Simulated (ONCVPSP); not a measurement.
# An ONCV potential for nickel, from input to tests

Do these settings give a usable potential? It is generated, then checked for transferability, scattering, ghosts and hardness.

Program: ONCVPSP 4.0.1.1 (patched build). Reference atom: PBE, scalar-relativistic, spherical and spin-unpolarised. All values are calculated.

### 1 Settings

The settings as typed:

| Property | Result |
| --- | --- |
| element | nickel (Ni, Z = 28) |
| type | optimised norm-conserving Vanderbilt (ONCV) |
| frozen core | [Ne] |
| valence charge | 18 |
| reference configuration | 3s2 3p6 3d9 4s1 |
| partial waves | 3s+4s: rc 1.05 bohr, ncon 4, nbas 7, qcut 13.5 1/bohr, 3 projectors, debl 2.3 Ha; 3p: rc 0.95 bohr, ncon 3, nbas 8, qcut 15.1 1/bohr, 2 projectors, debl 3.4 Ha; 3d: rc 1.00 bohr, ncon 3, nbas 7, qcut 13.6 1/bohr, 2 projectors, debl 1.6 Ha; f scattering state at 0.26 Ha: rc 0.90 bohr, ncon 4, nbas 7, qcut 10.9 1/bohr, 1 projector |
| local potential | polynomial inside 0.70 bohr (lpopt 1, dvloc0 -1 Ha) |
| core correction | polynomial model core, fcfact 0.4 |

An earlier all-electron run gives the scale for the radii.

All-electron outer shells of the reference configuration (PBE, scalar-relativistic, ld1.x):

```json
{"shell": "2p", "level (eV)": "-839.19", "outermost node (bohr)": "–", "outermost maximum (bohr)": "0.16"}
{"shell": "3s", "level (eV)": "-106.01", "outermost node (bohr)": "0.30", "outermost maximum (bohr)": "0.64"}
{"shell": "3p", "level (eV)": "-66.47", "outermost node (bohr)": "0.27", "outermost maximum (bohr)": "0.65"}
{"shell": "3d", "level (eV)": "-4.64", "outermost node (bohr)": "–", "outermost maximum (bohr)": "0.64"}
{"shell": "4s", "level (eV)": "-4.49", "outermost node (bohr)": "0.93", "outermost maximum (bohr)": "2.35"}
{"shell": "4p", "level (eV)": "-0.75", "outermost node (bohr)": "1.02", "outermost maximum (bohr)": "3.69"}
```

### 2 Generating the potential

The input, Ni.dat:

```
# ATOM AND REFERENCE CONFIGURATION
# atsym  z   nc   nv     iexc    psfile
  Ni 28.00    3    4        4      upf
#
#   n    l    f
    1    0    2.00
    2    0    2.00
    2    1    6.00
    3    0    2.00
    3    1    6.00
    3    2    9.00
    4    0    1.00
#
# PSEUDOPOTENTIAL AND OPTIMIZATION
# lmax
    3
#
#   l,   rc,      ep,       ncon, nbas, qcut
    0    1.05    0.00    4    7   13.50
    1    0.95    0.00    3    8   15.10
    2    1.00    0.00    3    7   13.60
    3    0.90    0.26    4    7   10.90
#
# LOCAL POTENTIAL
# lloc, lpopt,  rc(5),   dvloc0
    4    1    0.70   -1.00
#
# VANDERBILT-KLEINMAN-BYLANDER PROJECTORs
# l, nproj, debl
    0    3    2.30
    1    2    3.40
    2    2    1.60
    3    1    0.90
#
# MODEL CORE CHARGE
# icmod, fcfact, rcfact
    1    0.40    0.00
#
# LOG DERIVATIVE ANALYSIS
# epsh1, epsh2, depsh
   -5.00    5.00    0.04
#
# OUTPUT GRID
# rlmax, drl
    6.00    0.01
#
# TEST CONFIGURATIONS
# ncnf
    4
# nvcnf
#   n    l    f
    4
    3    0    2.00
    3    1    6.00
    3    2    8.00
    4    0    2.00
#
    4
    3    0    2.00
    3    1    6.00
    3    2    8.00
    4    0    1.00
#
    4
    3    0    2.00
    3    1    6.00
    3    2    8.00
    4    0    0.00
#
    4
    3    0    2.00
    3    1    6.00
    3    2    9.00
    4    0    0.00
#
```

Started as:

```
$ oncvpsp.x < Ni.dat > Ni.out
```

**Question.** What will these runs give? Wanted: cutoffs for 1 and 0.1 mHa per electron, occupied waves; bound ghosts; GHOST(+) flags; largest test error; largest phase difference near zero energy, channels read; rms error of d²Exc/dn², without and with the model core.

**Answer**, as computed:

```
                                                quantity                          value
  cutoffs for 1 and 0.1 mHa per electron, occupied waves                78 Ha and 88 Ha
                                            bound ghosts                     none found
                                          GHOST(+) flags                   s at 1100 eV
                            largest test error (AE − PS)  -4.2 meV, for 3s2 3p6 3d8 4s0
largest phase difference near zero energy, channels read                      0.000 rad
 rms error of d²Exc/dn², without and with the model core              1.46 and 1.28 mHa
```

By total energies transferability is very good: the largest error is 4.2 meV on 28.3 eV, for 3s2 3p6 3d8 4s0. By its cutoff, 78 Ha for the looser tolerance, it is very hard. At the looser tolerance the 3d wave is the slowest; 3s needs 58 Ha. It is free of bound ghosts as far as tested. Near zero energy the phases of the channels with partial waves agree within 0.001 rad. The program also flags highly localised states, GHOST(+) (s). These are tests on the free atom; a crystal test is still owed.
